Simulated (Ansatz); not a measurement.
**Ba2BiSb2: properties at the relaxed cell**

One table from this session's results is given with a row withheld; the runs are named, their logs left out.

Computed with Ansatz 0.2.0 (DFT PBEsol, scalar-relativistic, plane waves, PAW, unless a step's input says otherwise).

1 further run of the same task is left out (set aside as unsound or not needed).

### The starting structure

Symmetry: Immm, No. 71, orthorhombic system. The conventional cell has a = 4.746 Å, b = 7.512 Å, c = 9.955 Å, α = 90.00°, β = 90.00°, γ = 90.00°. Ba (site symmetry mm2) has 6 Sb at 3.57 to 3.58 Å and 2 Bi at 3.67 Å in its first shell of neighbours. Around Sb (site symmetry m2m) lie 1 Sb at 3.05 Å and 2 Bi at 3.26 Å and 6 Ba at 3.57 to 3.58 Å. Bi (site symmetry mmm) is surrounded by 4 Sb at 3.26 Å and 4 Ba at 3.67 Å.

Coordinates:

```
CELL_PARAMETERS angstrom
-2.37317 3.75586 4.97725
2.37317 -3.75586 4.97725
2.37317 3.75586 -4.97725
ATOMIC_POSITIONS crystal
Ba 0.71914 0.21914 0.50000
Ba 0.28086 0.78086 0.50000
Sb 0.70307 0.50000 0.20307
Sb 0.29693 0.50000 0.79693
Bi 0.00000 0.00000 0.00000
```

This cell was relaxed beforehand with the same method: volume 35.49 Å³/atom, gap on the mesh none (metal).

The first run:

input.yaml reads:

```yaml
crystal:
  lattice:
    - [-2.3731658665, 3.7558632185, 4.9772521628]
    - [2.3731658665, -3.7558632185, 4.9772521628]
    - [2.3731658665, 3.7558632185, -4.9772521628]
  atoms:
    - { symbol: Ba, position: [0.7191387441, 0.2191387441, 0.5] }
    - { symbol: Ba, position: [0.2808612559, 0.7808612559, 0.5] }
    - { symbol: Sb, position: [0.7030709102, 0.5, 0.2030709102] }
    - { symbol: Sb, position: [0.2969290898, 0.5, 0.7969290898] }
    - { symbol: Bi, position: [0.0, 0.0, 0.0] }
basis:
  ecutwfc: 420
kpoints:
  mp_grid: { grid: [10, 10, 10] }
  band_path:
    path:
      - [[0.0, 0.0, 0.0], [0.5, 0.5, -0.5], [0.30683514, 0.69316486, -0.30683514]]
      - [[-0.30683514, 0.30683514, 0.30683514], [0.0, 0.0, 0.0], [0.39235747, -0.39235747, 0.39235747]]
      - [[0.60764253, 0.39235747, -0.39235747], [0.5, 0.5, -0.5]]
      - [[0.0, 0.0, 0.0], [0.0, 0.5, 0.0], [0.25, 0.25, 0.25], [0.5, 0.0, 0.0], [0.0, 0.0, 0.0], [0.0, 0.0, 0.5], [0.25, 0.25, 0.25]]
    npoints: 14
hamiltonian:
  xc: pbesol
scf:
  occupations: { method: gaussian, width: 0.1 }
  n_extra_bands: 12
output:
  forces: true
  stress: true
  eigenvalues: true
  populations: true
  dos: { projected: true, de: 0.02, nscf_kmesh: { grid: [15, 15, 15] } }
  bader: true
  write_density: true
  write_potential: true
  elf: true
  volumetric_format: npy
```

On the command line:

```sh
$ ansatz run input.yaml --threads 1 --pin off --max-ram 2560MiB --backend cpu --events-out ev --progress --plain --runs-dir out
```

Steps of the session up to this table: Static run: bands, density of states and charges; Volume × 0.97; The cell scaled to 1.03 of its volume; Volume × 0.94; The cell scaled to 1.06 of its volume.

One table of the session follows, with a row left open; its other results are not shown here.

It belongs to the step «Equation of state». 

| volume (Å³/atom) | energy above the lowest point (meV/atom) | pressure (GPa) |
| --- | --- | --- |
| 33.361 | 17.3 | 2.77 |
| 34.426 | 4.1 | 1.27 |
| 35.491 | 0.0 | -0.01 |
| 36.556 | ? | ? |
| 37.620 | 14.4 | -2.04 |

Estimate the missing values for volume (Å³/atom) = 36.556.

Worked estimate for «energy above the lowest point (meV/atom)». A straight line through the neighbours (35.491, 0.0) and (37.620, 14.4) gives 0.0 + (14.4 − 0.0) × (36.556 − 35.491) / (37.620 − 35.491) = 7.2; a parabola fitted to 3 rows on both sides gives 3.4.

The run gave: energy above the lowest point (meV/atom): 3.8; pressure (GPa): -1.10. In «energy above the lowest point (meV/atom)» the line misses by +3.4 and the parabola by -0.4.

To keep in mind: The projections leave out shells that the potentials don't hold, such as empty d states.
